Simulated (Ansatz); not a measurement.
# Ti2Cd: the cost of one run

Program: Ansatz 0.2.0. Level of theory: DFT r2SCAN, scalar-relativistic, plane waves, PAW. These are calculated values, not measurements.

2 further runs of the same task are left out: 2 set aside as unsound or not needed.

### 1 The starting structure

The structure is tetragonal, space group I4/mmm (No. 139). The conventional cell has a = 2.841 Å, b = 2.841 Å, c = 13.508 Å, α = 90.00°, β = 90.00°, γ = 90.00°. Around Ti (site symmetry 4mm) lie 8 Ti at 2.81 to 2.84 Å and 4 Cd at 3.13 Å. Around Cd (site symmetry 4/mmm) lie 4 Cd at 2.84 Å and 8 Ti at 3.13 Å.

As a file:

```xyz
6
Lattice="2.8406 0.0000 0.0000 0.0000 2.8406 0.0000 0.0000 0.0000 13.5085" Properties=species:S:1:pos:R:3 pbc="T T T"
Ti    0.0000    0.0000    4.3602
Ti    1.4203    1.4203    2.3941
Ti    1.4203    1.4203   11.1144
Ti    0.0000    0.0000    9.1483
Cd    0.0000    0.0000    0.0000
Cd    1.4203    1.4203    6.7542
```

### 2 Reference cell for the strains

Input file input.yaml:

```yaml
crystal:
  lattice:
    - [2.8406349487, 0.0, 0.0]
    - [0.0, 2.8406349487, 0.0]
    - [0.0, 0.0, 13.5084660277]
  atoms:
    - { symbol: Ti, position: [0.0, 0.0, 0.3227724482] }
    - { symbol: Ti, position: [0.5, 0.5, 0.1772275518] }
    - { symbol: Ti, position: [0.5, 0.5, 0.8227724482] }
    - { symbol: Ti, position: [0.0, 0.0, 0.6772275518] }
    - { symbol: Cd, position: [0.0, 0.0, 0.0] }
    - { symbol: Cd, position: [0.5, 0.5, 0.5] }
basis:
  ecutwfc: 500
kpoints:
  mp_grid: { grid: [12, 12, 4] }
hamiltonian:
  xc: r2scan
scf:
  occupations: { method: gaussian, width: 0.1 }
output:
  forces: true
  stress: true
  eigenvalues: true
```

Launch:

```
$ ansatz run input.yaml --threads 1 --pin off --max-ram 2560MiB --backend cpu --events-out ev --progress --plain --runs-dir out
```

Q: Estimate wall time and peak memory on 1 thread of AMD EPYC 9R45 (Zen 5), shared host.

About 20 s, with a peak of 0.94 GiB.
